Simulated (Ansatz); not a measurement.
**C₂H₃BrOSi: basis-set convergence**

One table from this session's results is given with a row withheld; the runs are named, their logs left out.

Program: Ansatz 0.2.0, Gaussian basis. Level of theory: one geometry, several basis sets. These are calculated values, not measurements.

Levels to be run: PBE0-D4/def2-SVP; ωB97M-V/def2-SVP; PBE0-D4/def2-QZVPP; ωB97M-V/def2-QZVPP; the functionals' def2-TZVPP values are taken from earlier runs.

## The geometry

The geometry comes from an earlier relaxation with PBE0-D4 in a triple-zeta def2 set; it is a stationary point, not always the lowest conformer.

SMILES `C#CO[SiH2]Br`, 8 atoms, charge 0, spin multiplicity 1.

Atoms are counted from 1 here; the program's logs count them from 0.

Bond lengths: C1–C2 1.198 Å, C1–H6 1.062 Å, C2–O3 1.295 Å, O3–Si4 1.676 Å, Si4–Br5 2.192 Å, Si4–H7 1.476 Å, Si4–H8 1.476 Å. Angles: C2–C1–H6 179.2°, C1–C2–O3 179.4°, C2–O3–Si4 119.6°, O3–Si4–Br5 105.5°, O3–Si4–H7 109.0°, O3–Si4–H8 109.0°, Br5–Si4–H7 110.0°, Br5–Si4–H8 110.0°, H7–Si4–H8 113.0°.

The first run:

Input file in.yaml:

```yaml
crystal:
  periodic: [false, false, false]
  atoms:
    - {symbol: C, position_ang: [-2.205060, -0.706616, 0.195354]}
    - {symbol: C, position_ang: [-1.274700, 0.019316, -0.013561]}
    - {symbol: O, position_ang: [-0.277122, 0.813216, -0.242017]}
    - {symbol: Si, position_ang: [1.289696, 0.241739, -0.079327]}
    - {symbol: Br, position_ang: [2.585995, 1.940173, -0.567373]}
    - {symbol: H, position_ang: [-3.039528, -1.338627, 0.377250]}
    - {symbol: H, position_ang: [1.507358, -0.173938, 1.319861]}
    - {symbol: H, position_ang: [1.505561, -0.852361, -1.045887]}
basis:
  gaussian: {orbitals: def2-SVP}
hamiltonian: {xc: pbe0, dispersion: d4}
output: {orbitals: {seedname: orbitals}}
```

Steps of the session up to this table: PBE0-D4 in def2-SVP; ωB97M-V in def2-SVP; PBE0-D4 in def2-QZVPP; ωB97M-V in def2-QZVPP.

One table of the session follows, with a row left open; its other results are not shown here.

It belongs to the step «Density functionals: the series». 

| functional | basis | HOMO (eV) | LUMO (eV) |
| --- | --- | --- | --- |
| PBE0-D4 | def2-SVP | -7.47 | -0.09 |
| PBE0-D4 | def2-TZVPP | -7.54 | -0.36 |
| PBE0-D4 | def2-QZVPP | -7.56 | -0.48 |
| ωB97M-V | def2-SVP | -9.74 | 1.91 |
| ωB97M-V | def2-TZVPP | -9.83 | 1.46 |
| ωB97M-V | def2-QZVPP | ? | ? |

Estimate the missing values for ωB97M-V, def2-QZVPP.

As computed: HOMO (eV): -9.85; LUMO (eV): 1.15. In the column «HOMO (eV)» it is the lowest.
